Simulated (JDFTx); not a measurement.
# OGeFH in JDFTx: reference runs

Aim: a first look at OGeFH with PBE, on the cell as given.

Everything below comes from runs of JDFTx 1.7.0 (patched build). Logs are shortened: lines on timing, memory, paths and dates and some standing lists are left out, and cuts for length are marked. The log counts tension as positive stress, the text compression.

### 1 Starting point

The cell holds a molecule in a box, 4 atoms: a = 12.000 Å, b = 11.000 Å, c = 11.000 Å, α = 90.00°, β = 90.00°, γ = 90.00°.

### 2 Single point, PBE

File GeHOF.in:

```
lattice \
   22.6767134955     0.0000000000     0.0000000000 \
    0.0000000000    20.7869873709     0.0000000000 \
    0.0000000000     0.0000000000    20.7869873709
coords-type Lattice
ion O      0.4112250000     0.5466727300     0.4723954500 1
ion Ge     0.4470416700     0.4346545500     0.5812045500 1
ion F      0.5909416700     0.4286727300     0.5477500000 1
ion H      0.4735500000     0.5751454500     0.4249772700 1

ion-species pseudo/O.upf
ion-species pseudo/Ge.upf
ion-species pseudo/F.upf
ion-species pseudo/H.upf
elec-cutoff 42 336
elec-ex-corr gga-PBE
kpoint-folding 1 1 1
elec-smearing Fermi 0.0018374661
elec-n-bands 21
electronic-SCF nIterations 100 energyDiffThreshold 1e-09
electronic-minimize nIterations 30 energyDiffThreshold 1e-7
converge-empty-states yes
forces-output-coords Cartesian

dump-name run.$VAR
dump End Ecomponents EigStats BandEigs Kpoints Forces Stress ElecDensity Dtot KEdensity
```

Potentials or basis: PseudoDojo-SR-PBE-0.5-standard with smoothed tails.

Launch:

```console
jdftx -c 1 -i GeHOF.in -o GeHOF.out
```

Log:

```text
*************** JDFTx 1.7.0 (patched build) ***************

Input parsed successfully to the following command list (including defaults):
[... the input with its defaults ...]

---------- Setting up symmetries ----------

Found 16 point-group symmetries of the bravais lattice
Found 1 space-group symmetries with basis
Applied RMS atom displacement 0 bohrs to make symmetries exact.

---------- Initializing the Grid ----------
R =
[      22.6767            0            0  ]
[            0       20.787            0  ]
[            0            0       20.787  ]
unit cell volume = 9798.58
G =
[   0.277077          0          0  ]
[          0   0.302265          0  ]
[          0          0   0.302265  ]
Minimum fftbox size, Smin = [  188  172  172  ]
Chosen fftbox size, S = [  192  180  180  ]

---------- Initializing tighter grid for wavefunction operations ----------
R =
[      22.6767            0            0  ]
[            0       20.787            0  ]
[            0            0       20.787  ]
unit cell volume = 9798.58
G =
[   0.277077          0          0  ]
[          0   0.302265          0  ]
[          0          0   0.302265  ]
Minimum fftbox size, Smin = [  136  124  124  ]
Chosen fftbox size, S = [  140  126  126  ]

---------- Exchange Correlation functional ----------
Initalized PBE GGA exchange.
Initalized PBE GGA correlation.

---------- Setting up pseudopotentials ----------
Width of ionic core gaussian charges (only for fluid interactions / plotting) set to 0

Reading pseudopotential file 'pseudo/O.upf':
  'O' pseudopotential, 'PBE' functional
  Generated using ONCVPSP code by D. R. Hamann
  6 valence electrons, 2 orbitals, 5 projectors, 936 radial grid points, with lMax = 2
    2S    l: 0   occupation:  2.0   eigenvalue: -0.880572
    2P    l: 1   occupation:  4.0   eigenvalue: -0.331869
  Core radius for overlap checks: 1.39 bohrs.

Reading pseudopotential file 'pseudo/Ge.upf':
  'Ge' pseudopotential, 'PBE' functional
  Generated using ONCVPSP code by D. R. Hamann
  14 valence electrons, 3 orbitals, 6 projectors, 1001 radial grid points, with lMax = 2
    3D    l: 2   occupation: 10.0   eigenvalue: -1.077154
    4S    l: 0   occupation:  2.0   eigenvalue: -0.431124
    4P    l: 1   occupation:  2.0   eigenvalue: -0.143154
  Core radius for overlap checks: 1.83 bohrs.

Reading pseudopotential file 'pseudo/F.upf':
  'F' pseudopotential, 'PBE' functional
  Generated using ONCVPSP code by D. R. Hamann
  7 valence electrons, 2 orbitals, 5 projectors, 832 radial grid points, with lMax = 2
    2S    l: 0   occupation:  2.0   eigenvalue: -1.098789
    2P    l: 1   occupation:  5.0   eigenvalue: -0.408344
  Core radius for overlap checks: 1.56 bohrs.
[... 35 lines left out ...]
	FillingsUpdate:  mu: -0.094554601  nElectrons: 28.000000
LCAOMinimize: Iter:   1  F: -120.2717477610128469  |grad|_K:  2.730e-02  alpha:  1.598e-01  linmin: -3.518e-01  cgtest:  8.757e-01
LCAOMinimize: Encountered beta<0, resetting CG.
[... 15 lines of inner loops ...]
LCAOMinimize: Iter:   8  F: -120.3534070358676615  |grad|_K:  9.239e-06  alpha:  7.945e-01  linmin:  2.363e-04  cgtest:  4.489e-03
	FillingsUpdate:  mu: -0.170557450  nElectrons: 28.000000
LCAOMinimize: Iter:   9  F: -120.3534070411727441  |grad|_K:  2.925e-06  alpha:  2.817e-01  linmin: -4.615e-05  cgtest:  9.982e-04
LCAOMinimize: Converged (|Delta F|<1.000000e-06 for 2 iters).

-------- Electronic minimization -----------
Will mix electronic density at each iteration.
	FillingsUpdate:  mu: -0.170557450  nElectrons: 28.000000
	FillingsUpdate:  mu: -0.178290097  nElectrons: 28.000000
SCF: Cycle:  0   F: -120.512951096045242   dF: -1.595e-01   |Residual|: 2.699e-01   |deigs|: 1.328e-01
	FillingsUpdate:  mu: -0.176129880  nElectrons: 28.000000
SCF: Cycle:  1   F: -120.554122362065598   dF: -4.117e-02   |Residual|: 1.004e-01   |deigs|: 2.790e-02
	FillingsUpdate:  mu: -0.171253205  nElectrons: 28.000000
SCF: Cycle:  2   F: -120.559914968599159   dF: -5.793e-03   |Residual|: 3.485e-02   |deigs|: 1.158e-02
	FillingsUpdate:  mu: -0.167032198  nElectrons: 28.000000
SCF: Cycle:  3   F: -120.561027292380885   dF: -1.112e-03   |Residual|: 1.288e-02   |deigs|: 7.302e-03
	FillingsUpdate:  mu: -0.164570177  nElectrons: 28.000000
SCF: Cycle:  4   F: -120.561165773736164   dF: -1.385e-04   |Residual|: 5.169e-03   |deigs|: 3.066e-03
	FillingsUpdate:  mu: -0.162852809  nElectrons: 28.000000
SCF: Cycle:  5   F: -120.561202032445962   dF: -3.626e-05   |Residual|: 2.881e-03   |deigs|: 1.919e-03
	FillingsUpdate:  mu: -0.160903596  nElectrons: 28.000000
SCF: Cycle:  6   F: -120.561219703579781   dF: -1.767e-05   |Residual|: 1.771e-03   |deigs|: 2.176e-03
	FillingsUpdate:  mu: -0.159224796  nElectrons: 28.000000
SCF: Cycle:  7   F: -120.561225273386484   dF: -5.570e-06   |Residual|: 1.156e-03   |deigs|: 1.834e-03
[... 19 lines left out ...]
SCF: Cycle: 17   F: -120.561238176394397   dF: -9.741e-09   |Residual|: 2.503e-05   |deigs|: 1.386e-04
	FillingsUpdate:  mu: -0.157921232  nElectrons: 28.000000
SCF: Cycle: 18   F: -120.561238178832312   dF: -2.438e-09   |Residual|: 1.478e-05   |deigs|: 1.475e-04
	FillingsUpdate:  mu: -0.157919135  nElectrons: 28.000000
SCF: Cycle: 19   F: -120.561238180879243   dF: -2.047e-09   |Residual|: 1.115e-05   |deigs|: 1.055e-04
	FillingsUpdate:  mu: -0.157919838  nElectrons: 28.000000
SCF: Cycle: 20   F: -120.561238182802100   dF: -1.923e-09   |Residual|: 7.710e-06   |deigs|: 5.563e-05
	FillingsUpdate:  mu: -0.157923163  nElectrons: 28.000000
SCF: Cycle: 21   F: -120.561238184501036   dF: -1.699e-09   |Residual|: 5.490e-06   |deigs|: 6.450e-05
	FillingsUpdate:  mu: -0.157928267  nElectrons: 28.000000
SCF: Cycle: 22   F: -120.561238185974588   dF: -1.474e-09   |Residual|: 4.283e-06   |deigs|: 5.637e-05
	FillingsUpdate:  mu: -0.157930695  nElectrons: 28.000000
SCF: Cycle: 23   F: -120.561238186712501   dF: -7.379e-10   |Residual|: 2.971e-06   |deigs|: 4.216e-05
	FillingsUpdate:  mu: -0.157932003  nElectrons: 28.000000
SCF: Cycle: 24   F: -120.561238187199791   dF: -4.873e-10   |Residual|: 2.267e-06   |deigs|: 4.196e-05
SCF: Converged (|Delta E|<1.000000e-09 for 2 iters).

Setting wave functions to eigenvectors of Hamiltonian
Converging empty states (this may take a while): |deigs|: 7.600e-05

# Stress tensor in Cartesian coordinates [Eh/a0^3]:
[  -5.4216e-06   9.7836e-07  3.51375e-07  ]
[   9.7836e-07  -2.1739e-06  2.09076e-06  ]
[  3.51375e-07  2.09076e-06 -2.27566e-06  ]

# Ionic positions in lattice coordinates:
ion O   0.411225000000000   0.546672730000000   0.472395450000000 1
ion Ge   0.447041670000000   0.434654550000000   0.581204550000000 1
ion F   0.590941670000000   0.428672730000000   0.547750000000000 1
ion H   0.473550000000000   0.575145450000000   0.424977270000000 1

# Forces in Cartesian coordinates:
force O  -0.009072463796327   0.007114560615539  -0.005243647615302 1
force Ge  -0.008770909466356  -0.007286001464698   0.009954454903717 1
force F   0.013291357140641  -0.001495971642093  -0.001805124115794 1
force H   0.004550739488226   0.001673888993592  -0.002908768706661 1

# Energy components:
   Eewald =       19.6277659083295504
       EH =      125.1778193726530048
     Eloc =     -286.4922423053276930
      Enl =      -52.5595592609435727
      Exc =      -31.8294050004948659
 Exc_core =       10.5529467384962583
       KE =       94.9614363600875322
-------------------------------------
     Etot =     -120.5612381871997911
       TS =        0.0000000000000001
-------------------------------------
        F =     -120.5612381871997911

IonicMinimize: Iter:   0  F: -120.561238187199791  |grad|_K:  7.093e-03
IonicMinimize: None of the convergence criteria satisfied after 0 iterations.

#--- Lowdin population analysis ---
# oxidation-state O -0.689
# oxidation-state Ge +0.940
# oxidation-state F -0.483
# oxidation-state H +0.400

Dumping 'run.eigStats' ...
	eMin: -1.095898 at state 0 ( [ +0.000000 +0.000000 +0.000000 ] spin 0 )
	HOMO: -0.254658 at state 0 ( [ +0.000000 +0.000000 +0.000000 ] spin 0 )
	mu  : -0.157930
	LUMO: -0.094305 at state 0 ( [ +0.000000 +0.000000 +0.000000 ] spin 0 )
	eMax: +0.042065 at state 0 ( [ +0.000000 +0.000000 +0.000000 ] spin 0 )
	HOMO-LUMO gap: +0.160353
	Optical gap  : +0.160353 at state 0 ( [ +0.000000 +0.000000 +0.000000 ] spin 0 )
Done!
[note: mu as printed may lie anywhere between the filled and the empty levels]
```

Run time: 7.8 min. Hardware: 1 thread of Arm Neoverse V2, shared host; peak memory 2 GiB.

What came out:

```yaml
Free_energy: -3280.6384 eV
Largest_force: 0.778 eV/Å
Gap_between_the_frontier_levels: 4.36 eV
Loewdin_charges: O -0.69; Ge +0.94; F -0.48; H +0.40 e
```

Forces on the atoms (eV/Å):
```
O   -0.467  0.366 -0.270
Ge  -0.451 -0.375  0.512
F    0.683 -0.077 -0.093
H    0.234  0.086 -0.150
```
